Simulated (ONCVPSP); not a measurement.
# Pseudopotential generation for Tm: ONCV, LDA (Perdew-Wang 92)

Do these settings give a usable potential? It is generated, then checked for transferability, scattering, ghosts and hardness.

Program: ONCVPSP 4.0.1. Reference atom: LDA (Perdew-Wang 92), scalar-relativistic, spherical and spin-unpolarised. All values are calculated.

### 1 The design

The settings as typed:

* element: thulium (Tm, Z = 69)
* type: optimised norm-conserving Vanderbilt (ONCV)
* frozen core: [Kr] 4d10
* valence charge: 23
* reference configuration: 4f13 5s2 5p6 6s1.75 (charge +0.25)
* partial waves: 5s+6s: rc 2.30 bohr, ncon 4, nbas 8, qcut 4.1 1/bohr, 2 projectors; 5p: rc 2.40 bohr, ncon 4, nbas 8, qcut 5.4 1/bohr, 1 projector; d scattering state at 0.05 Ha: rc 2.25 bohr, ncon 4, nbas 8, qcut 4.9 1/bohr, 2 projectors, debl 2 Ha; 4f: rc 0.80 bohr, ncon 4, nbas 9, qcut 19.3 1/bohr, 1 projector
* local potential: polynomial inside 0.65 bohr (lpopt 5, dvloc0 0 Ha)
* core correction: Teter function, fcfact 3.5, rcfact 1.7

The nodes and maxima of the atom's own shells, from an earlier all-electron run, set the scale for the radii.

All-electron outer shells of the reference configuration (LDA (PZ), scalar-relativistic, ld1.x):

| shell | level (eV) | outermost node (bohr) | outermost maximum (bohr) |
| --- | --- | --- | --- |
| 5s | -55.12 | 0.59 | 1.10 |
| 5p | -28.63 | 0.64 | 1.26 |
| 6s | -5.32 | 1.49 | 3.21 |
| 4f | -4.88 | – | 0.49 |
| 5d | -2.30 | 0.72 | 2.07 |
| 6p | -2.21 | 1.83 | 4.44 |

### 2 Generation

Input file Tm.dat:

```
# ATOM AND REFERENCE CONFIGURATION
# atsym  z   nc   nv     iexc    psfile
  Tm 69.00    9    4  -001012      upf
#
#   n    l    f
    1    0    2.00
    2    0    2.00
    2    1    6.00
    3    0    2.00
    3    1    6.00
    3    2   10.00
    4    0    2.00
    4    1    6.00
    4    2   10.00
    4    3   13.00
    5    0    2.00
    5    1    6.00
    6    0    1.75
#
# PSEUDOPOTENTIAL AND OPTIMIZATION
# lmax
    3
#
#   l,   rc,      ep,       ncon, nbas, qcut
    0    2.30    0.00    4    8    4.10
    1    2.40    0.00    4    8    5.40
    2    2.25    0.05    4    8    4.90
    3    0.80    0.00    4    9   19.30
#
# LOCAL POTENTIAL
# lloc, lpopt,  rc(5),   dvloc0
    4    5    0.65    0.00
#
# VANDERBILT-KLEINMAN-BYLANDER PROJECTORs
# l, nproj, debl
    0    2    2.30
    1    1    2.30
    2    2    2.00
    3    1    1.10
#
# MODEL CORE CHARGE
# icmod, fcfact, rcfact
    3    3.50    1.70
#
# LOG DERIVATIVE ANALYSIS
# epsh1, epsh2, depsh
   -4.00    5.00    0.02
#
# OUTPUT GRID
# rlmax, drl
    6.00    0.01
#
# TEST CONFIGURATIONS
# ncnf
    4
# nvcnf
#   n    l    f
    4
    4    3   13.00
    5    0    2.00
    5    1    6.00
    6    0    2.00
#
    4
    4    3   13.00
    5    0    2.00
    5    1    6.00
    6    0    1.00
#
    4
    4    3   13.00
    5    0    2.00
    5    1    6.00
    6    0    0.00
#
    5
    4    3   13.00
    5    0    2.00
    5    1    6.00
    6    0    0.00
    6    1    2.00
#
```

Started as:

```bash
$ oncvpsp.x < Tm.dat > Tm.out
```

Before running it: what results should come out? Wanted: cutoffs for 1 and 0.1 mHa per electron, occupied waves; bound ghosts; GHOST(+) flags; largest phase difference near zero energy, channels read; rms error of d²Exc/dn², without and with the model core.

As calculated:

| quantity | value |
| --- | --- |
| cutoffs for 1 and 0.1 mHa per electron, occupied waves | 173 Ha and 478 Ha |
| bound ghosts | s at -551.85 eV, p at -306.60 eV |
| GHOST(+) flags | s at 74 eV, d at 137 eV |
| largest phase difference near zero energy, channels read | 0.094 rad |
| rms error of d²Exc/dn², without and with the model core | 6.17 and 3.46 mHa |

**Reading.** It has a bound ghost (s, p), a state that the atom doesn't have, and that rules the file out. It counts as very hard, with 173 Ha needed at the looser tolerance. The tighter tolerance needs 478 Ha, and converged work needs a cutoff nearer that. At the looser tolerance the 4f wave is the slowest; 5p needs 9 Ha. Of the channels read, p scatters worst near zero energy, by up to 0.09 rad. The program also flags highly localised states, GHOST(+) (s, d). All of this concerns the isolated atom, not yet a solid.
